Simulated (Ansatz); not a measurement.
VW2C3:

```
W V C
1.0
    -1.52449    2.16193    4.58503
     1.52449   -2.16193    4.58503
     1.52449    2.16193   -4.58503
W V C
2 1 3
Direct
  0.83402 0.33402 0.50000
  0.16598 0.66598 0.50000
  0.50000 0.00000 0.50000
  0.33904 0.33904 0.00000
  0.66096 0.66096 0.00000
  0.00000 0.00000 0.00000
```

The cell comes from a database or a generator and needn't be the stable form of this composition.

Program: Ansatz 0.2.0. Alike in all runs: task band structure; potentials or basis Ansatz PAW; spin collinear, ferromagnetic start; cell as given; k mesh 11 × 11 × 11; smearing fermi-dirac 0.05 eV.

Task: Order these runs on this cell by their pressure, lowest first.
A. level r2SCAN; cutoff (eV) 500
B. level PBE; cutoff (eV) 420
C. level PBEsol; cutoff (eV) 420
D. level LDA; cutoff (eV) 420

Result: D (-16.2 GPa), C (-10.0 GPa), A (-3.8 GPa), B (-1.4 GPa).

Caveats: the PAW data sets come from PBE, with cores solved anew for the run's functional, which leaves a small shift of forces and pressure (some runs); the magnetic or orbital state may not be the lowest (some runs).

Not every run made on this cell is shown here.
